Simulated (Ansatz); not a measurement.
ClH₂SSi, SMILES [S][SiH2]Cl, an atomisation energy

With the Ansatz DFT code, driven from Python.

The cells in order, each with its output:

In [1]:
```python
from collections import Counter

import ansatz as az


def energy(molecule, charge=0, unpaired=0):
    calc = molecule.calculation().basis(gaussian="6-31G*").functional("PBE")
    if charge:
        calc = calc.charge(charge)
    if unpaired:
        calc = calc.spin("collinear", total=unpaired)
    return calc.run(threads=1).report["free_energy_ev"]
```

In [2]:
```python
clh2ssi = (
    az.Crystal.molecule()
    .atom("S", [-1.1034, -0.3466, 1.6752])
    .atom("Si", [0.1151, -0.0764, -0.0231])
    .atom("Cl", [-0.7562, 1.248, -1.3536])
    .atom("H", [0.3585, -1.3644, -0.7212])
    .atom("H", [1.4359, 0.4657, 0.3813])
)

# Hund ground states
unpaired = {"S": 2, "Si": 2, "Cl": 1, "H": 1}
counts = Counter(site.symbol for site in clh2ssi.cartesian_sites)
atom_energy = {s: energy(az.Crystal.molecule().atom(s, (0, 0, 0)), 0, unpaired[s]) for s in counts}
whole = energy(clh2ssi, 0, 1)
for s, e in atom_energy.items():
    print(f"{s:2s} x{counts[s]}  {e:14.5f} eV")
print(f"ClH2SSi: {whole:.5f} eV")
split = sum(counts[s] * e for s, e in atom_energy.items()) - whole
print(f"atomisation energy (no zero-point term): {split:.3f} eV, {split / sum(counts.values()):.3f} eV an atom")
```
```text
S  x1    -10827.69379 eV
Si x1     -7869.58850 eV
Cl x1    -12515.25516 eV
H  x2       -13.53580 eV
ClH2SSi: -31253.48902 eV
atomisation energy (no zero-point term): 13.880 eV, 2.776 eV an atom
```

13.880 eV from the electronic energies, without the zero-point term.

Caveats:
- These settings explore the input space; basis and method may be short of convergence.
- The geometry is a force-field or estimated start, not a minimum of this method, and the basis set is short of its limit. All parts are taken at fixed geometry, without zero-point energy.
- The species is open-shell (spin multiplicity 2).
- This functional overbinds, so such energies come out a few per cent too high (LDA far more).
- The whole script took 4 s on 1 thread of Intel(R) Xeon(R) 6975P-C (Granite Rapids), with other jobs on the host, peak memory 0.2 GiB.
